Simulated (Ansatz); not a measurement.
**Rh: a line through an energy map**

The task here is to estimate one member of a computed series from the others.

Computed with Ansatz 0.2.0 (DFT LDA, scalar-relativistic, plane waves, PAW, unless a step's input says otherwise).

18 further runs of the same task are left out: 1 for a known fault of the program, 17 set aside as unsound or not needed. Runs told in other sessions of the task aren't counted.

## The structure to begin with

Symmetry: P6_3/mmc, No. 194, hexagonal system. The conventional cell has a = 2.657 Å, b = 2.657 Å, c = 8.667 Å, α = 90.00°, β = 90.00°, γ = 120.00°. Around Rh (site symmetry -3m) lie 12 Rh at 2.65 to 2.66 Å. Rh (site symmetry -6m2) has 12 Rh at 2.65 to 2.66 Å in its first shell of neighbours.

As a file:

```
Rh
1.0
     2.65726    0.00000    0.00000
    -1.32863    2.30125    0.00000
     0.00000    0.00000    8.66688
Rh
4
Direct
  0.00000 0.00000 0.00000
  0.33333 0.66667 0.25000
  0.00000 0.00000 0.50000
  0.66667 0.33333 0.75000
```

It goes back to an entry of the Materials Project, which need not be the stable form.

It is the result of an earlier relaxation at this level (volume 13.25 Å³/atom; gap on the mesh: none (metal)).

## What is varied

The energy is mapped over two homogeneous strains (x along [1 0 0], y along [1 2 0], z along [0 0 1] of the conventional cell).

- strain +e along x and -e along y: 7 values from −11.0 to 11.0 %
- strain +e along z and -e/2 along x and y: 7 values from −11.0 to 11.0 %

Nothing else is relaxed (fractional coordinates fixed). Energies count from the relaxed crystal. Points are written as (first, second).

The first run:

The input, input.yaml:

```yaml
crystal:
  lattice:
    - [2.4137201543, 0.0, 0.0]
    - [-1.2068600771, 2.5966185849, 0.0]
    - [0.0, 0.0, 8.3488068906]
  atoms:
    - { symbol: Rh, position: [0.0, 0.0, 0.0] }
    - { symbol: Rh, position: [0.3333333333, 0.6666666667, 0.25] }
    - { symbol: Rh, position: [0.0, 0.0, 0.5] }
    - { symbol: Rh, position: [0.6666666667, 0.3333333333, 0.75] }
basis:
  ecutwfc: 420
kpoints:
  mp_grid: { grid: [18, 18, 6] }
hamiltonian:
  xc: lda
  pseudopotentials: { kind: paw, azcp: { folder: soft_1 } }
scf:
  occupations: { method: gaussian, width: 0.15 }
output:
  forces: true
  stress: true
  eigenvalues: true
```

Launch:

```
> ansatz run input.yaml --threads 2 --pin off --max-ram 4096MiB --backend cpu --events-out ev --progress --plain --runs-dir out
```

Among the steps run: The run at (−11.0 %, −3.7 %); Point (−7.3 %, −3.7 %); The run at (−3.7 %, −3.7 %); The run at (0.0 %, −3.7 %); The run at (3.7 %, −3.7 %); Grid point (7.3 %, −3.7 %).

One of the session's tables, all rows but one given; the rest of the session is left out.

| strain +e along x and -e along y (%) | energy (meV/atom) | slope (meV/atom per %) | pressure (GPa) | largest force on an atom (eV/Å) |
| --- | --- | --- | --- | --- |
| −11.0 | 369 | −67 | 17.5 | 0.64 |
| −7.3 | 174 | −40 | 8.4 | 0.42 |
| −3.7 | 66 | −19 | 3.3 | 0.21 |
| 0.0 | 32 | 0 | 1.7 | 0.00 |
| 3.7 | ? | ? | ? | ? |
| 7.3 | 135 | 25 | 7.0 | 0.56 |
| 11.0 | 238 | 31 | 12.8 | 0.96 |

**Question.** Estimate the row for strain +e along x and -e along y (%) = 3.7.

Worked estimate for «energy (meV/atom)». A straight line through the neighbours (0.0, 32) and (7.3, 135) gives 32 + (135 − 32) × (3.7 − 0.0) / (7.3 − 0.0) = 84; a parabola fitted to 4 rows on both sides gives 62.

The run gave: energy (meV/atom): 61; slope (meV/atom per %): 15; pressure (GPa): 3.1; largest force on an atom (eV/Å): 0.25. In «energy (meV/atom)» the line misses by +23 and the parabola by +1.

Energies count from the relaxed crystal. Rows without a step come from runs not printed here or follow by symmetry. Slopes come from the forces (and the stress, where the cell changes), not from differences of energies.

Limits of these values: Warnings in the runs' records: pseudo functional mismatch.
